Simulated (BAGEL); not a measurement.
**CH5BN2 (SMILES B1NCN1), step by step**

We compute a single-point energy (HF/cc-pVDZ), then a single-point energy (NEVPT2(2,2)/cc-pVDZ), then a single-point energy (CASPT2(2,2)/cc-pVDZ) of CH5BN2. 

The results are computed with BAGEL 1.2.2.

1 further run of the same task is left out (set aside as unsound or not needed).

## (1) The molecule

CH5BN2: 9 atoms, total charge 0, spin state singlet. SMILES: `B1NCN1`. The N2–H6 distance was set to 1.906 Å, away from the relaxed value. At this shape a bond of the SMILES string is far longer than usual.

Bond lengths: B1–N2 1.430 Å, N2–C3 1.458 Å, B1–N4 1.430 Å, C3–N4 1.458 Å, B1–H5 1.191 Å, C3–H7 1.097 Å, C3–H8 1.097 Å, N4–H9 1.003 Å. Some angles: B1–N2–C3 88.7°, N2–B1–N4 92.5°, N2–C3–N4 90.2°, B1–N4–C3 88.7°, N2–B1–H5 133.7°, N4–B1–H5 133.8°, N2–C3–H7 113.7°, N2–C3–H8 114.4°, N4–C3–H7 114.4°, N4–C3–H8 113.7°.

## (2) The energy at HF/cc-pVDZ (density fitting with svp-jkfit) (run 1)

input.json

```json
{ "bagel" : [

{
  "title" : "molecule",
  "basis" : "cc-pvdz.json",
  "df_basis" : "svp-jkfit",
  "angstrom" : true,
  "geometry" : [
    { "atom" : "B", "xyz" : [   -1.368423,    0.569097,   -0.306662 ] },
    { "atom" : "N", "xyz" : [   -0.066423,    0.015397,   -0.513362 ] },
    { "atom" : "C", "xyz" : [   -0.400223,   -1.037103,    0.439538 ] },
    { "atom" : "N", "xyz" : [   -1.721823,   -0.450903,    0.631038 ] },
    { "atom" : "H", "xyz" : [   -1.939923,    1.517197,   -0.747062 ] },
    { "atom" : "H", "xyz" : [    1.686500,    0.722000,   -0.761500 ] },
    { "atom" : "H", "xyz" : [   -0.410323,   -2.041803,    0.000438 ] },
    { "atom" : "H", "xyz" : [    0.216577,   -1.038803,    1.346138 ] },
    { "atom" : "H", "xyz" : [   -2.550123,   -0.979103,    0.834538 ] }
  ]
},
{
  "title" : "hf"
},
{
  "title" : "print",
  "file" : "orbitals.molden",
  "orbitals" : true
}

]}
```

The basis set cc-pVDZ is read from a file made from the Basis Set Exchange's data (not shown).

On the command line:

```bash
$ BAGEL_NUM_THREADS=1 BAGEL input.json > input.out
```

Standard output:

```text
* using 1 threads per process

  ===============================================================
  ===============================================================

  *** Geometry ***

  { "atom" : "B", "xyz" : [     -2.585945,      1.075437,     -0.579507 ] },
  { "atom" : "N", "xyz" : [     -0.125521,      0.029096,     -0.970114 ] },
  { "atom" : "C", "xyz" : [     -0.756312,     -1.959841,      0.830606 ] },
  { "atom" : "N", "xyz" : [     -3.253774,     -0.852083,      1.192489 ] },
  { "atom" : "H", "xyz" : [     -3.665923,      2.867087,     -1.411743 ] },
  { "atom" : "H", "xyz" : [      3.187023,      1.364382,     -1.439026 ] },
  { "atom" : "H", "xyz" : [     -0.775398,     -3.858448,      0.000828 ] },
  { "atom" : "H", "xyz" : [      0.409271,     -1.963053,      2.543832 ] },
  { "atom" : "H", "xyz" : [     -4.819034,     -1.850237,      1.577048 ] },

  Number of auxiliary basis functions:      394

  Since a DF basis is specified, we compute 2- and 3-index integrals:
    o Being stored without compression. Storage requirement is 0.021 GB

  Number of basis functions:       81
  Number of electrons      :       30

    * METHOD: MOLECULE                             0.16

  *** RHF ***

  === Nuclear Repulsion ===
   111.7317294007

      * DIIS with orbital gradients will be used.

  === RHF iteration (cc-pvdz.json) ===
      0       -173.85148235          0.02245494           0.03
      1       -173.98210181          0.02174663           0.03
      2       -174.19810566          0.00249213           0.03
      3       -174.20254555          0.00106011           0.03
      4       -174.20327135          0.00036151           0.03
      5       -174.20340415          0.00011515           0.03
      6       -174.20342497          0.00006060           0.03
      7       -174.20343098          0.00002870           0.03
      8       -174.20343316          0.00001995           0.03
      9       -174.20343428          0.00001283           0.03
     10       -174.20343505          0.00000765           0.03
     11       -174.20343524          0.00000412           0.03
     12       -174.20343529          0.00000149           0.03
     13       -174.20343529          0.00000065           0.03
     14       -174.20343529          0.00000033           0.03
     15       -174.20343529          0.00000017           0.03
     16       -174.20343529          0.00000009           0.03
     17       -174.20343529          0.00000006           0.03
     18       -174.20343529          0.00000004           0.03
     19       -174.20343529          0.00000002           0.03
     20       -174.20343529          0.00000001           0.03
     21       -174.20343529          0.00000001           0.03
    * SCF iteration converged.

    * Permanent dipole moment:
           (   -0.012510,     0.459585,    -0.332917) a.u.

    * METHOD: HF                                   0.82

    * METHOD: PRINT                                0.02

  ===============================================================
```

It took 1.1 s on 1 thread of Arm Neoverse V1, shared host; peak memory 0.15 GiB.

## (3) The energy at NEVPT2(2,2)/cc-pVDZ (density fitting with svp-jkfit) (run 2)

input.json

```json
{ "bagel": [

{
  "title": "molecule",
  "basis": "cc-pvdz.json",
  "df_basis": "svp-jkfit",
  "angstrom": true,
  "geometry": [
    { "atom": "B", "xyz": [      -1.368423,       0.569097,      -0.306662 ] },
    { "atom": "N", "xyz": [      -0.066423,       0.015397,      -0.513362 ] },
    { "atom": "C", "xyz": [      -0.400223,      -1.037103,       0.439538 ] },
    { "atom": "N", "xyz": [      -1.721823,      -0.450903,       0.631038 ] },
    { "atom": "H", "xyz": [      -1.939923,       1.517197,      -0.747062 ] },
    { "atom": "H", "xyz": [       1.686500,       0.722000,      -0.761500 ] },
    { "atom": "H", "xyz": [      -0.410323,      -2.041803,       0.000438 ] },
    { "atom": "H", "xyz": [       0.216577,      -1.038803,       1.346138 ] },
    { "atom": "H", "xyz": [      -2.550123,      -0.979103,       0.834538 ] }
  ]
},

{ "title": "hf" },

{ "title": "nevpt2", "nstate": 1, "nact": 2, "nclosed": 14, "active": [13, 16], "maxiter": 200, "natocc": true, "ncore": 4 },

{ "title": "print", "file": "orbitals.molden", "orbitals": true }

]}
```

The basis set cc-pVDZ is read from a file made from the Basis Set Exchange's data (not shown).

On the command line:

```bash
$ BAGEL_NUM_THREADS=1 BAGEL input.json > input.out
```

Standard output:

```text
* using 1 threads per process

  ===============================================================
  ===============================================================

  *** Geometry ***

  { "atom" : "B", "xyz" : [     -2.585945,      1.075437,     -0.579507 ] },
  { "atom" : "N", "xyz" : [     -0.125521,      0.029096,     -0.970114 ] },
  { "atom" : "C", "xyz" : [     -0.756312,     -1.959841,      0.830606 ] },
  { "atom" : "N", "xyz" : [     -3.253774,     -0.852083,      1.192489 ] },
  { "atom" : "H", "xyz" : [     -3.665923,      2.867087,     -1.411743 ] },
  { "atom" : "H", "xyz" : [      3.187023,      1.364382,     -1.439026 ] },
  { "atom" : "H", "xyz" : [     -0.775398,     -3.858448,      0.000828 ] },
  { "atom" : "H", "xyz" : [      0.409271,     -1.963053,      2.543832 ] },
  { "atom" : "H", "xyz" : [     -4.819034,     -1.850237,      1.577048 ] },

  Number of auxiliary basis functions:      394

  Since a DF basis is specified, we compute 2- and 3-index integrals:
    o Being stored without compression. Storage requirement is 0.021 GB

  Number of basis functions:       81
  Number of electrons      :       30

    * METHOD: MOLECULE                             0.16

  *** RHF ***

  === Nuclear Repulsion ===
   111.7317294007

      * DIIS with orbital gradients will be used.

  === RHF iteration (cc-pvdz.json) ===
      0       -173.85148235          0.02245494           0.03
      1       -173.98210181          0.02174663           0.03
      2       -174.19810566          0.00249213           0.03
      3       -174.20254555          0.00106011           0.03
      4       -174.20327135          0.00036151           0.03
      5       -174.20340415          0.00011515           0.03
      6       -174.20342497          0.00006060           0.03
      7       -174.20343098          0.00002870           0.03
      8       -174.20343316          0.00001995           0.03
      9       -174.20343428          0.00001283           0.03
     10       -174.20343505          0.00000765           0.03
     11       -174.20343524          0.00000412           0.03
     12       -174.20343529          0.00000149           0.03
     13       -174.20343529          0.00000065           0.03
     14       -174.20343529          0.00000033           0.03
     15       -174.20343529          0.00000017           0.03
     16       -174.20343529          0.00000009           0.03
     17       -174.20343529          0.00000006           0.03
     18       -174.20343529          0.00000004           0.03
     19       -174.20343529          0.00000002           0.03
     20       -174.20343529          0.00000001           0.03
     21       -174.20343529          0.00000001           0.03
    * SCF iteration converged.

    * Permanent dipole moment:
           (   -0.012510,     0.459585,    -0.332917) a.u.

    * METHOD: HF                                   0.82

    * freezing 4 orbitals
  ---------------------------
      CASSCF calculation
  ---------------------------

    ==== Active orbitals : =====
         Orbital 13
         Orbital 16
    ============================

    * nstate   :      1
    * nclosed  :     14
    * nact     :      2
    * nvirt    :     65
  === CASSCF iteration (cc-pvdz.json) ===

    * Using the second-order algorithm

      0  0      -174.21480731     2.62e-03      0.01

      1  0      -174.25572656     4.04e-03      0.19

      2  0      -174.27017844     1.60e-03      0.21

      3  0      -174.27139163     4.73e-04      0.21

      4  0      -174.27147900     1.56e-04      0.23

      5  0      -174.27148705     5.44e-05      0.22

      6  0      -174.27148793     1.89e-05      0.21

      7  0      -174.27148803     6.56e-06      0.22

      8  0      -174.27148804     2.26e-06      0.21

      9  0      -174.27148804     7.76e-07      0.22

     10  0      -174.27148804     2.66e-07      0.21

     11  0      -174.27148804     9.12e-08      0.20

     12  0      -174.27148804     3.12e-08      0.18

     13  0      -174.27148804     1.07e-08      0.18

     14  0      -174.27148804     3.66e-09      0.17

    * Second-order optimization converged. *

     guess   0:   closed 1.                   open ..

  === FCI iteration ===

      0  0      -174.19757283     9.30e-02      0.00
      1  0      -174.27028669     1.15e-02      0.00
      2  0 *    -174.27148804     2.50e-16      0.00

     * ci vector, state   0, <S^2> = 0.0000
       2.     0.9290619355
       .2    -0.3699242086

  === DF-NEVPT2 calculation ===

    * 3-index integral transformation done
    * assembly done

      NEVPT2 correlation energy:   -0.5257248180      0.17

          (+0)     -0.4485566524
          (+0)'    -0.0175260973
          (+1)     -0.0171053713
          (+1)'    -0.0000000000
          (+2)     -0.0004390525
          (-1)     -0.0398582249
          (-1)'     0.0000000000
          (-2)     -0.0022394196

      NEVPT2 total energy:       -174.7972128597

    * METHOD: NEVPT2                               3.20

    * METHOD: PRINT                                0.02

  ===============================================================
```

Run time: 4.5 s. Hardware: 1 thread of Arm Neoverse V1, shared host; peak memory 0.15 GiB.

## (4) The energy at CASPT2(2,2)/cc-pVDZ (density fitting with svp-jkfit) (run 3)

job.json

```json
{ "bagel" : [

{
  "title" : "molecule",
  "basis" : "cc-pvdz.json",
  "df_basis" : "svp-jkfit",
  "angstrom" : true,
  "geometry" : [
    { "atom" : "B", "xyz" : [   -1.368423,    0.569097,   -0.306662 ] },
    { "atom" : "N", "xyz" : [   -0.066423,    0.015397,   -0.513362 ] },
    { "atom" : "C", "xyz" : [   -0.400223,   -1.037103,    0.439538 ] },
    { "atom" : "N", "xyz" : [   -1.721823,   -0.450903,    0.631038 ] },
    { "atom" : "H", "xyz" : [   -1.939923,    1.517197,   -0.747062 ] },
    { "atom" : "H", "xyz" : [    1.686500,    0.722000,   -0.761500 ] },
    { "atom" : "H", "xyz" : [   -0.410323,   -2.041803,    0.000438 ] },
    { "atom" : "H", "xyz" : [    0.216577,   -1.038803,    1.346138 ] },
    { "atom" : "H", "xyz" : [   -2.550123,   -0.979103,    0.834538 ] }
  ]
},
{ "title" : "hf" },
{ "title" : "casscf", "nstate" : 1, "nact" : 2, "nclosed" : 14, "active" : [13, 16], "maxiter" : 200, "natocc" : true },
{ "title" : "print", "file" : "orbitals.molden", "orbitals" : true },
{ "title" : "smith", "method" : "caspt2", "ms" : true, "xms" : true, "sssr" : true, "shift" : 0.2, "shift_imag" : true, "ncore" : 4 }

]}
```

The basis set cc-pVDZ is read from a file made from the Basis Set Exchange's data (not shown).

On the command line:

```bash
$ BAGEL_NUM_THREADS=1 BAGEL job.json > job.out
```

Standard output:

```text
* using 1 threads per process

  ===============================================================
  ===============================================================

  *** Geometry ***

  { "atom" : "B", "xyz" : [     -2.585945,      1.075437,     -0.579507 ] },
  { "atom" : "N", "xyz" : [     -0.125521,      0.029096,     -0.970114 ] },
  { "atom" : "C", "xyz" : [     -0.756312,     -1.959841,      0.830606 ] },
  { "atom" : "N", "xyz" : [     -3.253774,     -0.852083,      1.192489 ] },
  { "atom" : "H", "xyz" : [     -3.665923,      2.867087,     -1.411743 ] },
  { "atom" : "H", "xyz" : [      3.187023,      1.364382,     -1.439026 ] },
  { "atom" : "H", "xyz" : [     -0.775398,     -3.858448,      0.000828 ] },
  { "atom" : "H", "xyz" : [      0.409271,     -1.963053,      2.543832 ] },
  { "atom" : "H", "xyz" : [     -4.819034,     -1.850237,      1.577048 ] },

  Number of auxiliary basis functions:      394

  Since a DF basis is specified, we compute 2- and 3-index integrals:
    o Being stored without compression. Storage requirement is 0.021 GB

  Number of basis functions:       81
  Number of electrons      :       30

    * METHOD: MOLECULE                             0.16

  *** RHF ***

  === Nuclear Repulsion ===
   111.7317294007

      * DIIS with orbital gradients will be used.

  === RHF iteration (cc-pvdz.json) ===
      0       -173.85148235          0.02245494           0.03
      1       -173.98210181          0.02174663           0.03
      2       -174.19810566          0.00249213           0.03
      3       -174.20254555          0.00106011           0.03
      4       -174.20327135          0.00036151           0.03
      5       -174.20340415          0.00011515           0.03
      6       -174.20342497          0.00006060           0.03
      7       -174.20343098          0.00002870           0.03
      8       -174.20343316          0.00001995           0.03
      9       -174.20343428          0.00001283           0.03
     10       -174.20343505          0.00000765           0.03
     11       -174.20343524          0.00000412           0.03
     12       -174.20343529          0.00000149           0.03
     13       -174.20343529          0.00000065           0.03
     14       -174.20343529          0.00000033           0.03
     15       -174.20343529          0.00000017           0.03
     16       -174.20343529          0.00000009           0.03
     17       -174.20343529          0.00000006           0.03
     18       -174.20343529          0.00000004           0.03
     19       -174.20343529          0.00000002           0.03
     20       -174.20343529          0.00000001           0.03
     21       -174.20343529          0.00000001           0.03
    * SCF iteration converged.

    * Permanent dipole moment:
           (   -0.012510,     0.459585,    -0.332917) a.u.

    * METHOD: HF                                   0.84

  ---------------------------
      CASSCF calculation
  ---------------------------

    ==== Active orbitals : =====
         Orbital 13
         Orbital 16
    ============================

    * nstate   :      1
    * nclosed  :     14
    * nact     :      2
    * nvirt    :     65
  === CASSCF iteration (cc-pvdz.json) ===

    * Using the second-order algorithm

      0  0      -174.21480731     2.62e-03      0.01

      1  0      -174.25572656     4.04e-03      0.19

      2  0      -174.27017844     1.60e-03      0.22

      3  0      -174.27139163     4.73e-04      0.22

      4  0      -174.27147900     1.56e-04      0.23

      5  0      -174.27148705     5.44e-05      0.22

      6  0      -174.27148793     1.89e-05      0.21

      7  0      -174.27148803     6.56e-06      0.21

      8  0      -174.27148804     2.26e-06      0.21

      9  0      -174.27148804     7.76e-07      0.22

     10  0      -174.27148804     2.66e-07      0.21

     11  0      -174.27148804     9.12e-08      0.20

     12  0      -174.27148804     3.12e-08      0.18

     13  0      -174.27148804     1.07e-08      0.18

     14  0      -174.27148804     3.66e-09      0.17

    * Second-order optimization converged. *

     guess   0:   closed 1.                   open ..

  === FCI iteration ===

      0  0      -174.19757283     9.30e-02      0.00
      1  0      -174.27028669     1.15e-02      0.00
      2  0 *    -174.27148804     2.50e-16      0.00

     * ci vector, state   0, <S^2> = 0.0000
       2.     0.9290619355
       .2    -0.3699242086

    * METHOD: CASSCF                               2.97

    * METHOD: PRINT                                0.02

  === SMITH program ===

    * freezing 4 orbitals

    * Approximate memory requirement for SMITH calulation per MPI process:
      o Storage requirement for T-amplitude, lambda, and residual is 0.02 GB
      o Storage requirement for MO integrals is 0.01 GB
    * Calculating and saving rdm4f

    * Zeroth order energy : state  0       -0.6230748256

    * CASPT2 iteration is performed using orthogonal basis

      -------------------------------------------  CASPT2 iteration  ---------------------------------------------------
       #      aibj      arbs      arbi      airj      risj      airs      arst      rist         Etot      error   time
      ------------------------------------------------------------------------------------------------------------------

       0  -0.44726  -0.00281  -0.04243  -0.01872  -0.00067  -0.01714  -0.00000  -0.00000   -0.5290186  0.0010256   0.07
       1  -0.44736  -0.00282  -0.04253  -0.01883  -0.00070  -0.01732  -0.00000  -0.00000   -0.5295614  0.0001444   0.06
       2  -0.44737  -0.00282  -0.04252  -0.01884  -0.00070  -0.01732  -0.00000  -0.00000   -0.5295745  0.0000291   0.06
       3  -0.44737  -0.00282  -0.04253  -0.01884  -0.00070  -0.01733  -0.00000  -0.00000   -0.5295750  0.0000056   0.06
       4  -0.44737  -0.00282  -0.04253  -0.01884  -0.00070  -0.01733   0.00000  -0.00000   -0.5295750  0.0000009   0.06

      ------------------------------------------------------------------------------------------------------------------

    * CASPT2 energy : state  0     -174.8039070916
        w/o shift correction       -174.8010630749
        reference weight              0.8479353958

    * METHOD: SMITH                                0.48

  ===============================================================
```

Run time: 4.8 s. Hardware: 1 thread of Arm Neoverse V1, shared host; peak memory 0.16 GiB.

## (5) What came out

| quantity | value |
| --- | --- |
| run 1, HF/cc-pVDZ: total energy | -174.20344 Eh |
| run 1, HF/cc-pVDZ: dipole moment | 1.44 D |
| run 1, HF/cc-pVDZ: HOMO energy | -9.84 eV |
| run 1, HF/cc-pVDZ: LUMO energy | 0.62 eV |
| run 1, HF/cc-pVDZ: HOMO–LUMO gap | 10.46 eV |
| run 2, NEVPT2(2,2)/cc-pVDZ: total energy | -174.79721 Eh |
| run 3, CASPT2(2,2)/cc-pVDZ: total energy | -174.80391 Eh |
